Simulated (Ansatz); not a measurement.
# SnTe: the cost of one run

Method: DFT LDA, scalar-relativistic, plane waves, PAW, in Ansatz 0.2.0.

The COD entry's cell or inner coordinates are ideal or old and differ from later refinements, so a difference from it is no clean test against experiment.

### 1 The starting structure

It takes space group Fm-3m (No. 225, cubic). The conventional cell has a = 6.302 Å, b = 6.302 Å, c = 6.302 Å, α = 90.00°, β = 90.00°, γ = 90.00°. Sn (site symmetry m-3m) is surrounded by 6 Te at 3.15 Å. Around Te (site symmetry m-3m) lie 6 Sn at 3.15 Å.

Coordinates:

```
CELL_PARAMETERS angstrom
0.00000 3.15085 3.15085
3.15085 0.00000 3.15085
3.15085 3.15085 0.00000
ATOMIC_POSITIONS crystal
Sn 0.00000 0.00000 0.00000
Te 0.50000 0.50000 0.50000
```

The structure comes from the Crystallography Open Database.

(A quick probe on a coarse mesh, which set the mesh and smearing, is not shown.)

### 3 Full relaxation

input.yaml reads:

```yaml
crystal:
  lattice:
    - [0.0, 3.15085, 3.15085]
    - [3.15085, 0.0, 3.15085]
    - [3.15085, 3.15085, 0.0]
  atoms:
    - { symbol: Sn, position: [0.0, 0.0, 0.0] }
    - { symbol: Te, position: [0.5, 0.5, 0.5] }
basis:
  ecutwfc: 420
kpoints:
  mp_grid: { grid: [10, 10, 10] }
hamiltonian:
  xc: lda
scf:
  occupations: { method: gaussian, width: 0.01 }
output:
  forces: true
  stress: true
  eigenvalues: true
relax:
  adjacent_minimum: "off"
  f_tol: 0.005
  max_steps: 80
  cell: { stress_tol: 0.05 }
```

Started as:

```bash
> ansatz run input.yaml --threads 2 --pin off --max-ram 5120MiB --backend cpu --events-out ev --progress --plain --runs-dir out
```

**Question.** How long does this run take on 2 threads of Intel Xeon at 2.50GHz (Skylake/Cascade Lake), shared host, and how much memory does it need?

About 15 s, with a peak of 0.4 GiB.
